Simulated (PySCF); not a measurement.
# C₂H₄B₂O₄: runs on many settings, part 2 of 2

PySCF 2.14.0. Atoms count from 0. The steps go on from the part before.

### Step 6. J couplings: PW91/MINI

Job settings and geometry (Å):

```
{"job": {"kind": "j", "xc": "PW91", "basis": "MINI", "scf": {"aux": "cc-pvdz-ri", "max_cycle": 72}, "grid": 0}, "charge": 0, "multiplicity": 1}
O      2.775287    -1.288505     0.258791
B      2.141660    -0.082587     0.200471
O      2.882923     1.043723     0.192716
C      0.609910     0.024458     0.144124
C     -0.598886     0.023315     0.096099
B     -2.133351     0.095175     0.053696
O     -2.832339    -1.031072    -0.196627
O     -2.815066     1.256504     0.266565
H      2.209453    -2.057811     0.258185
H      3.826227     0.882412     0.228023
H     -3.780595    -0.896797    -0.205564
H     -2.284023     2.030500     0.442214
```

Method: PW91/MINI indirect spin-spin coupling, non-relativistic, gas phase.

The log of the run:

```text
final grid: 11168 points
cycle   1  E = -425.7808673392  dE =  1.649e+00  |g| = 9.192e-01  |ddm| = 5.392e+00
cycle   2  E = -425.3034991791  dE =  4.774e-01  |g| = 1.572e+00  |ddm| = 3.517e+00
cycle   3  E = -426.0666454583  dE = -7.631e-01  |g| = 1.275e-01  |ddm| = 2.374e+00
cycle   4  E = -426.0728833849  dE = -6.238e-03  |g| = 6.547e-02  |ddm| = 3.766e-01
cycle   5  E = -426.0738526198  dE = -9.692e-04  |g| = 3.532e-02  |ddm| = 1.386e-01
cycle   6  E = -426.0742516656  dE = -3.990e-04  |g| = 4.860e-03  |ddm| = 5.805e-02
cycle   7  E = -426.0742533066  dE = -1.641e-06  |g| = 4.593e-03  |ddm| = 1.058e-02
cycle   8  E = -426.0742598611  dE = -6.555e-06  |g| = 2.431e-04  |ddm| = 5.619e-03
cycle   9  E = -426.0742598790  dE = -1.788e-08  |g| = 7.714e-05  |ddm| = 4.048e-04
cycle  10  E = -426.0742598808  dE = -1.733e-09  |g| = 2.672e-05  |ddm| = 1.457e-04
cycle  11  E = -426.0742598809  dE = -1.205e-10  |g| = 1.831e-05  |ddm| = 6.038e-05
converged SCF energy = -426.0742598809

Indirect spin-spin couplings (Hz)
  i      j    bonds     total        FC       PSO       DSO        SD
  0 O    1 B    1      2.164    -1.453     3.968    -0.169    -0.182
  0 O    3 C    2      1.133     1.130     0.006    -0.004         -
  0 O    4 C    3      0.098     0.087    -0.018     0.028         -
  0 O    8 H    1    -20.090   -12.781    -6.584    -0.726         -
  0 O    9 H    3      0.802     0.070     0.771    -0.039         -
  0 O   10 H    6      0.171     0.012     0.054     0.105         -
  1 B    2 O    1     -1.862    -5.387     3.996    -0.168    -0.303
  1 B    3 C    1     64.881    65.539    -1.194     0.372     0.165
  1 B    4 C    2      6.770     6.274     0.522    -0.073     0.046
  1 B    5 B    3      0.889     0.868     0.021    -0.015     0.015
  1 B    8 H    2     -3.691    -2.302    -0.628    -0.803     0.042
  1 B    9 H    2     -3.845    -2.434    -0.628    -0.776    -0.007
  1 B   10 H    5     -0.181     0.048     0.034    -0.272     0.009
  2 O    3 C    2    -13.748   -13.722    -0.014    -0.012         -
  2 O    4 C    3     -2.344    -2.177    -0.196     0.029         -
  2 O    8 H    3      1.307     0.015     0.870     0.422         -
  2 O    9 H    1    -16.166    -8.649    -6.785    -0.732         -
  3 C    4 C    1     63.725    62.019     1.523     0.183         -
  3 C    5 B    2      6.782     6.279     0.529    -0.073     0.047
  3 C    6 O    3     -2.366    -2.219    -0.175     0.029         -
  3 C    7 O    3      0.021     0.087    -0.095     0.029         -
  3 C    8 H    3      0.973     0.586     0.212     0.175         -
  3 C    9 H    3      6.798     7.215     0.159    -0.575         -
  3 C   10 H    4      0.532     0.911     0.069    -0.449         -
  3 C   11 H    4     -0.308    -0.041    -0.246    -0.021         -
  4 C    5 B    1     64.875    65.534    -1.196     0.372     0.166
  4 C    6 O    2    -13.694   -13.661    -0.022    -0.012         -
  4 C    7 O    2      1.181     1.164     0.020    -0.003         -
  4 C    8 H    4     -0.330    -0.042    -0.279    -0.009         -
  4 C    9 H    4      0.523     0.897     0.074    -0.447         -
  4 C   10 H    3      6.779     7.197     0.159    -0.576         -
  4 C   11 H    3      0.952     0.576     0.210     0.166         -
  5 B    6 O    1     -1.731    -5.270     4.010    -0.168    -0.304
  5 B    7 O    1      2.133    -1.469     3.952    -0.169    -0.181
  5 B    9 H    5     -0.176     0.051     0.035    -0.271     0.009
  5 B   10 H    2     -3.881    -2.472    -0.633    -0.769    -0.007
  5 B   11 H    2     -3.667    -2.275    -0.623    -0.813     0.043
  6 O   10 H    1    -15.963    -8.457    -6.774    -0.733         -
  6 O   11 H    3      1.323     0.031     0.869     0.423         -
  7 O    9 H    6      0.168     0.011     0.052     0.105         -
  7 O   10 H    3      0.800     0.074     0.768    -0.041         -
  7 O   11 H    1    -20.083   -12.744    -6.613    -0.725         -
  8 H    9 H    4     -3.205    -0.284     0.070    -2.991         -
  8 H   10 H    7     -0.492    -0.001     0.036    -0.527         -
  8 H   11 H    7     -0.289     0.002     0.093    -0.384         -
  9 H   10 H    7     -0.837    -0.004     0.112    -0.946         -
  9 H   11 H    7     -0.499    -0.001     0.040    -0.538         -
 10 H   11 H    4     -3.208    -0.285     0.069    -2.992         -
```

Run time: 2.7 s. Hardware: 1 thread of Arm Neoverse V2, shared host; peak memory 0.5 GiB.

The run ended normally, but its values are not to be used for the molecule: the fitting basis cc-pvdz-ri is not made for Coulomb and exchange fitting here; grid level 0 is too coarse; the basis MINI is minimal. Its HOMO lies at -7.98 eV, against -7.95 eV in step 3 (X3LYP/pcSseg-0), a different level, so the two don't compare directly.

### Step 7. Side by side: NMR shifts

Shifts (ppm), means over like atoms, with basis size and wall time:

```
           run     C3    H8     O0    B1  functions  time
  LDA/pcSseg-1  110.7  4.70  151.3  17.1        156  14 s
wB97X/pcSseg-1  106.2  4.22  118.7  18.9        156  16 s
```

### Step 8. Summary of results

The summary covers parts 1 to 2.

| quantity | value |
| --- | --- |
| 13C shifts against TMS (LDA/pcSseg-1, means over atoms taken as alike) | 110.7 ppm |
| 1H shifts against TMS (LDA/pcSseg-1, means over atoms taken as alike) | 4.70 ppm |
| 17O shifts against H2O (LDA/pcSseg-1, means over atoms taken as alike) | 151.3 ppm |
| 11B shifts against BF3·OEt2 (LDA/pcSseg-1, means over atoms taken as alike) | 17.1 ppm |
| largest coupling of the table (X3LYP/pcSseg-0) | 1J(C,C) C3–C4, 290.0 Hz |
| lowest singlet (PBE0/6-31++G**) | 5.04 eV (246 nm), f = 0.000 |
| brightest single state of those computed | state 12, 8.16 eV, f = 0.878 |
| lowest triplet | 4.39 eV |
| range of the shift of O0 | 118.7 to 151.3 ppm |
| property runs in this session | 5, of which 0 failed and 1 gave unsound results |

**Reading.** Single values in the summary come from the first run of each kind that ended normally (LDA/pcSseg-1; X3LYP/pcSseg-0; PBE0/6-31++G**), which need not be the best level. At LDA/pcSseg-1: The widest tensor belongs to C3, C4: span 280 ppm, with a paramagnetic part of -194 ppm. Of the pairs tabulated at X3LYP/pcSseg-0, C3–C4 couples most strongly (290.0 Hz; Fermi contact 286.3 Hz). The first singlet state (HOMO→LUMO 0.99) lies at 5.04 eV and is dark; of the 12 states computed, the strongest absorption comes from state 12 at 8.16 eV (the last computed, so partners may be missing). The lowest triplet lies 0.64 eV below the lowest singlet (triplets in Tamm-Dancoff, singlets in full TDDFT). In ppm, O0 (with its like atoms) moves most: its shift spreads over 32.6 ppm, from 118.7 (wB97X/pcSseg-1) to 151.3 (LDA/pcSseg-1). Couplings from bases without tight functions are rough.
